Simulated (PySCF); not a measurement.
# CH2Se (Selenoformaldehyde): the cost of one run

Programs: PySCF 2.14.0, with density-fitted response routines of our own. Each step states its level of theory. These are calculated values for one molecule, in the gas phase or a continuum, unless marked as measured. Atoms count from 0, in the outputs and in this text.

### Step 1. Starting geometry

4 atoms, charge 0, multiplicity 1; geometry from: GFN2-xTB. The atoms were then displaced at random by about 0.01 Å, so the start is not that level's minimum.

Bonds of the start (Å): C0–Se1 1.71, C0–H2 1.09, C0–H3 1.10.

### Step 2. Geometry optimisation at PBE0-D3(BJ)/def2-TZVP

Job settings and geometry (Å):

```
{"job": {"xc": "PBE0", "basis": "def2-TZVP", "d3": "d3bj", "grid": 2, "shake": 0.01, "kind": "geom"}, "charge": 0, "multiplicity": 1}
C     -0.123210    -0.000950     0.005250
Se     1.565320    -0.254780    -0.080920
H     -0.878390    -0.783390    -0.106790
H     -0.525730     1.013760     0.149450
```

Command:

```bash
OMP_NUM_THREADS=1 python probes_run.py task.json out
```

One launch serves the whole session: the jobs run in the order shown.

Q: Estimate the wall time and peak memory of this first job on 1 thread of Arm Neoverse V2, shared host.

About 12 s, with a peak of 0.37 GiB.
